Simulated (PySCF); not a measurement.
# HSiCl3: electronic excitations and core binding energies

What electronic excitations and core binding energies should HSiCl3 (`Cl[SiH](Cl)Cl`) show?

Programs: PySCF 2.14.0, with density-fitted response routines of our own. Each step states its level of theory. These are calculated values for one molecule in the gas phase, unless marked as measured. Atoms count from 0, in the outputs and in this text.

## (1) The starting structure

5 atoms, charge 0, multiplicity 1; geometry from: GFN2-xTB.

Bonds of the start (Å): Cl0–Si1 2.01, Si1–Cl2 2.01, Si1–Cl3 2.01, Si1–H4 1.45.

## (2) Excited states and response: CAM-B3LYP/def2-SVPD

What the job is given:

```
{"job": {"kind": "uv", "xc": "CAM-B3LYP", "basis": "def2-SVPD", "nstates": 8, "ntriplets": 3}, "charge": 0, "multiplicity": 1}
Cl    -0.699528     1.742426    -0.620694
Si    -0.007381     0.000296     0.105579
Cl    -1.079098    -1.520417    -0.655621
Cl     1.926308    -0.219755    -0.397166
H     -0.131680     0.000302     1.550717
```

With the program's defaults for keys left out, this is: TDDFT CAM-B3LYP/def2-SVPD, vertical, gas phase, core orbitals frozen in the response.

The program printed:

```text
coarse grid: 7120 points
cycle   1  E = -1670.1532176156  dE =  4.630e-01  |g| = 4.059e-01  |ddm| = 2.650e+00
cycle   2  E = -1670.1561632987  dE = -2.946e-03  |g| = 4.129e-01  |ddm| = 1.206e+00
cycle   3  E = -1670.2042517514  dE = -4.809e-02  |g| = 1.566e-02  |ddm| = 5.676e-01
cycle   4  E = -1670.2043451437  dE = -9.339e-05  |g| = 5.324e-03  |ddm| = 4.767e-02
cycle   5  E = -1670.2043542051  dE = -9.061e-06  |g| = 1.341e-03  |ddm| = 1.029e-02
final grid: 52536 points
cycle   6  E = -1670.3784924559  dE = -5.163e-06  |g| = 2.253e-03  |ddm| = 1.880e-02
cycle   7  E = -1670.3784931389  dE = -6.831e-07  |g| = 1.442e-03  |ddm| = 5.034e-03
cycle   8  E = -1670.3784936139  dE = -4.750e-07  |g| = 1.315e-04  |ddm| = 2.104e-03
cycle   9  E = -1670.3784936189  dE = -4.980e-09  |g| = 3.841e-05  |ddm| = 2.216e-04
cycle  10  E = -1670.3784936194  dE = -4.677e-10  |g| = 6.680e-06  |ddm| = 6.941e-05
converged SCF energy = -1670.3784936194

Static polarisability (au): isotropic 63.293, principal 54.518 67.676 67.685

Singlet excitations
state   eV       nm        f      main configurations
  1   8.0972    153.1   0.00000   H->L 0.80, H->L+1 0.08
  2   8.4234    147.2   0.00921   H-2->L 0.52, H-1->L+2 0.24
  3   8.4244    147.2   0.00878   H-3->L 0.53, H-1->L+3 0.24
  4   8.4316    147.0   0.05737   H-1->L 0.72, H-1->L+1 0.13
  5   8.6295    143.7   0.01659   H->L+2 0.64, H-1->L+3 0.09
  6   8.6304    143.7   0.01642   H->L+3 0.64, H-1->L+2 0.09
  7   8.9175    139.0   0.10084   H-1->L+2 0.20, H-1->L+3 0.13, H-2->L+2 0.10
  8   8.9191    139.0   0.10133   H-1->L+3 0.20, H-1->L+2 0.13, H-3->L+2 0.10

Triplet excitations (Tamm-Dancoff, eV): 7.6384 7.8723 7.8928
```

Wall time 6.1 s (1 thread, shared host).

Frontier orbitals and where they lie:

| orbital | eV | atoms |
| --- | --- | --- |
| HOMO−3 | -11.27 | Cl3 52 %, Cl2 27 %, Cl0 16 % |
| HOMO−2 | -11.27 | Cl0 47 %, Cl2 36 %, Cl3 12 % |
| HOMO−1 | -11.08 | Cl0 22 %, Cl2 22 %, Cl3 22 % |
| HOMO | -10.82 | Cl0 33 %, Cl2 33 %, Cl3 33 % |
| LUMO | 0.77 | Cl3 25 %, Cl2 25 %, Cl0 24 % |
| LUMO+1 | 1.11 | Si1 39 %, H4 16 %, Cl2 15 % |
| LUMO+2 | 1.17 | Cl2 27 %, Si1 26 %, Cl0 20 % |

With each of the 8 states as a Gaussian band of 0.4 eV half-width at 1/e, the curve within the window shown has maxima at 140 nm (ε 10,000) L/(mol cm). Beyond the last state computed it falls off for lack of states. The curve at chosen wavelengths:

(nm, ε (L/mol/cm)): (134, 4865), (135, 6198), (136, 7474), (138, 9374), (139, 9839), (140, 9956), (141, 9761), (142, 9320), (144, 7982), (145, 7204), (146, 6406), (147, 5611), (148, 4837), (150, 3401), (151, 2765), (152, 2197), (153, 1705), (154, 1292), (156, 689), (157, 485), (158, 333), (159, 224), (160, 147), (162, 59), (163, 36), (164, 22)

Further results of this job:

| property | computed |
| --- | --- |
| dipole moment (D) | 0.85 |
| polarisability (Å³) | 9.38 |
| HOMO–LUMO gap (eV) | 11.60 |
| −ε(HOMO) (eV) | 10.82 |

## (3) Core holes by ΔSCF: SCAN, X2C

What the job is given:

```
{"job": {"kind": "xps"}, "charge": 0, "multiplicity": 1}
Cl    -0.699528     1.742426    -0.620694
Si    -0.007381     0.000296     0.105579
Cl    -1.079098    -1.520417    -0.655621
Cl     1.926308    -0.219755    -0.397166
H     -0.131680     0.000302     1.550717
```

With the program's defaults for keys left out, this is: delta-SCF UKS SCAN, pcX-2 on the ionised atom, pcseg-1 elsewhere, spin-free X2C.

The program printed:

```text
ground state, core basis on atom 0 (Cl), 119 functions
  cycle   1  E = -1675.40827533  |g| = 3.69e-01
  cycle   2  E = -1675.37934874  |g| = 4.99e-01
  cycle   3  E = -1675.44371462  |g| = 6.16e-02
  cycle   4  E = -1675.44461424  |g| = 2.19e-02
  cycle   5  E = -1675.44473635  |g| = 3.16e-03
  cycle   6  E = -1675.44473973  |g| = 1.63e-03
  cycle   7  E = -1675.44473921  |g| = 3.40e-04
  E(ground) = -1675.47311356 Eh
hole in Cl 1s of atom 0
  cycle   1  E = -1570.21727685  |g| = 5.47e+00
  cycle   2  E = -1570.70963428  |g| = 2.14e+00
  cycle   3  E = -1571.19684039  |g| = 7.23e-01
  cycle   4  E = -1571.41551999  |g| = 2.64e-01
  cycle   5  E = -1571.45144911  |g| = 1.14e-01
  cycle   6  E = -1571.45883705  |g| = 2.71e-02
  cycle   7  E = -1571.45914301  |g| = 1.00e-02
  cycle   8  E = -1571.45918908  |g| = 1.51e-03
  cycle   9  E = -1571.45918959  |g| = 3.50e-04
  E(ion) = -1571.49469801 Eh   <S^2> = 0.7520   hole on atom = 1.000   binding energy = 2829.397 eV
hole in Cl 2p of atom 0
  cycle   1  E = -1667.35233918  |g| = 1.70e+00
  cycle   2  E = -1667.36007264  |g| = 1.24e+00
  cycle   3  E = -1667.76405849  |g| = 2.75e-01
  cycle   4  E = -1667.79992662  |g| = 1.50e-01
  cycle   5  E = -1667.81318656  |g| = 4.32e-02
  cycle   6  E = -1667.81415088  |g| = 9.72e-03
  cycle   7  E = -1667.81419471  |g| = 2.70e-03
  cycle   8  E = -1667.81419834  |g| = 4.29e-04
  E(ion) = -1667.85078956 Eh   <S^2> = 0.7519   hole on atom = 1.001   binding energy = 207.414 eV
  2p3/2 = 206.822 eV   2p1/2 = 208.476 eV
ground state, core basis on atom 1 (Si), 119 functions
  cycle   1  E = -1675.36304649  |g| = 2.92e-01
  cycle   2  E = -1675.36272664  |g| = 6.83e-02
  cycle   3  E = -1675.36213613  |g| = 7.58e-02
  cycle   4  E = -1675.36355244  |g| = 9.86e-03
  cycle   5  E = -1675.36358267  |g| = 5.62e-04
  cycle   6  E = -1675.36358198  |g| = 1.22e-04
  E(ground) = -1675.36651111 Eh
hole in Si 1s of atom 1
  cycle   1  E = -1606.32749442  |g| = 4.35e+00
  cycle   2  E = -1605.70703241  |g| = 2.53e+00
  cycle   3  E = -1606.25525305  |g| = 1.31e+00
  cycle   4  E = -1607.30079804  |g| = 3.91e-01
  cycle   5  E = -1607.38570176  |g| = 4.89e-02
  cycle   6  E = -1607.38633521  |g| = 1.16e-02
  cycle   7  E = -1607.38640639  |g| = 3.45e-03
  cycle   8  E = -1607.38641243  |g| = 1.30e-03
  cycle   9  E = -1607.38641178  |g| = 6.21e-04
  cycle  10  E = -1607.38641355  |g| = 3.58e-04
  E(ion) = -1607.39196185 Eh   <S^2> = 0.7522   hole on atom = 1.000   binding energy = 1849.682 eV
hole in Si 2p of atom 1
  cycle   1  E = -1670.99491359  |g| = 1.25e+00
  cycle   2  E = -1670.33572531  |g| = 1.56e+00
  cycle   3  E = -1671.17506395  |g| = 4.94e-01
  cycle   4  E = -1671.31782773  |g| = 1.05e-01
  cycle   5  E = -1671.32382478  |g| = 1.12e-02
  cycle   6  E = -1671.32388861  |g| = 2.47e-03
  cycle   7  E = -1671.32389087  |g| = 8.76e-04
  cycle   8  E = -1671.32389162  |g| = 7.19e-04
  cycle   9  E = -1671.32389159  |g| = 1.09e-04
  E(ion) = -1671.33347419 Eh   <S^2> = 0.7518   hole on atom = 1.003   binding energy = 109.745 eV
  2p3/2 = 109.579 eV   2p1/2 = 110.206 eV
```

It took 6.3 s on 1 thread, shared host.

Binding energies by hole, beside the orbital energy of the ground state; the difference holds orbital relaxation and, for a density functional, its self-interaction error:

| hole | stands for | environment | ΔSCF (eV; 2p as the shell's mean) | −ε (eV) | ⟨S²⟩ |
| --- | --- | --- | --- | --- | --- |
| Cl1s on Cl0 | Cl0, Cl2, Cl3 | chlorine bonded to Si | 2829.40 | 2764.3 | 0.752 |
| Cl2p on Cl0 | Cl0, Cl2, Cl3 | chlorine bonded to Si | 207.37 | 194.2 | 0.752 |
| Si1s on Si1 | Si1 | silicon bonded to 3 Cl, H | 1849.68 | 1796.4 | 0.752 |
| Si2p on Si1 | Si1 | silicon bonded to 3 Cl, H | 109.79 | 99.0 | 0.752 |

Each hole run stands for the others of its class of like atoms.

With the spin-orbit splitting: Cl0 2p3/2 206.82, 2p1/2 208.48 eV; Si1 2p3/2 109.58, 2p1/2 110.21 eV. The table gives each 2p level as the mean over the whole 2p shell (two parts 2p3/2, one part 2p1/2), which differs a little from the single hole in the log.

## (4) Outcome

| quantity | value |
| --- | --- |
| lowest singlet (CAM-B3LYP/def2-SVPD) | 8.10 eV (153 nm), f = 0.000 |
| brightest single state of those computed | state 8, 8.92 eV, f = 0.101 |
| lowest triplet | 7.64 eV |
| Cl1s binding energies, SCAN/pcX-2 | Cl0 2829.40 eV |
| Cl2p binding energies, SCAN/pcX-2 | Cl0 207.37 eV |
| Si1s binding energies, SCAN/pcX-2 | Si1 1849.68 eV |
| Si2p binding energies, SCAN/pcX-2 | Si1 109.79 eV |

What this shows: The first singlet state (HOMO→LUMO 0.80, HOMO→LUMO+1 0.08) lies at 8.10 eV and is dark; of the 8 states computed, the strongest absorption comes from states 7 to 8 together at 8.92 eV (the last computed, so partners may be missing). The lowest triplet lies 0.46 eV below the lowest singlet (triplets in Tamm-Dancoff, singlets in full TDDFT).
